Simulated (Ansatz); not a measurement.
**SiGePH (singlet): wave-function methods side by side at a displaced geometry (v2), cc-pVDZ**

The task here is to estimate one member of a computed series from the others.

Computed with Ansatz 0.2.0, Gaussian basis. Level: cc-pVDZ, core rule «outside noble gas», up to 24 orbitals frozen.

To be run: UHF; CCSD(T) on RHF; BCCD(T) on RHF; CISD; CCSDT(Q) on RHF; CASSCF and MRCISD+Q, 8 electrons in 8 orbitals; CASSCF and NEVPT2, 8 electrons in 8 orbitals.

19 further runs of the same task are left out: 8 that didn't finish, 11 set aside as unsound or not needed. Runs told in other sessions of the task aren't counted.

## What is computed

The geometry is a PBE0/def2-TZVP stationary point (not a proven minimum) with its atoms shifted at random (size 0.100 Å). No spin-orbit coupling is included. The filled d shell of Ge may be among the frozen orbitals whatever the setting's name suggests.

4 atoms, charge 0, spin multiplicity 1.

Atoms are counted from 1 here; the program's logs count them from 0.

Bond lengths: P1–Ge2 2.201 Å, P1–Si3 2.153 Å, P1–H4 1.361 Å, Ge2–Si3 2.578 Å. Angles: Ge2–P1–Si3 72.6°, Ge2–P1–H4 148.4°, Si3–P1–H4 138.5°, P1–Ge2–Si3 52.8°, P1–Si3–Ge2 54.6°.

The first run:

The input, in.yaml:

```yaml
crystal:
  periodic: [false, false, false]
  atoms:
    - {symbol: P, position_ang: [0.108964, 1.039604, 0.931330]}
    - {symbol: Ge, position_ang: [-0.055910, -0.065730, -0.965347]}
    - {symbol: Si, position_ang: [0.020710, -1.056733, 1.412936]}
    - {symbol: H, position_ang: [0.103819, 2.235273, 1.580459]}
basis:
  gaussian: {orbitals: cc-pVDZ}
magnetization: {spin_polarized: true, initial_magnetization: 0}
hamiltonian: {xc: hf}
output: {orbitals: {seedname: orbitals}}
```

Run with:

```sh
> ansatz run in.yaml --threads 1 --pin off --events-out ev --progress --plain --max-ram 2393MiB
```

Steps of the session up to this table: UHF; CCSD(T) on RHF; BCCD(T) on RHF; CISD; CCSDT(Q) on RHF; CASSCF and MRCISD+Q, 8 electrons in 8 orbitals; CASSCF and NEVPT2, 8 electrons in 8 orbitals.

One of the session's tables, all rows but one given; the rest of the session is left out.

It belongs to the step «Misses and costs». 

| method | from RCCSDT(Q) (kJ/mol) |
| --- | --- |
| RHF | +866.6 |
| RMP2 | +141.0 |
| CISD | +157.8 |
| RCCSD | +52.0 |
| RCCSD(T) | +7.5 |
| BCCD(T) | ? |
| RCCSDT | +4.4 |
| RCCSDT(Q) | 0 |
| CASSCF frontier | +700.2 |
| NEVPT2 frontier | +141.4 |
| MRCISD frontier | +100.7 |
| MRCISD+Q frontier | +16.1 |

Estimate the missing values for BCCD(T).

The run gave: from RCCSDT(Q) (kJ/mol): +6.9. In the column «from RCCSDT(Q) (kJ/mol)» it lies between RCCSDT (+4.4) and RCCSD(T) (+7.5).
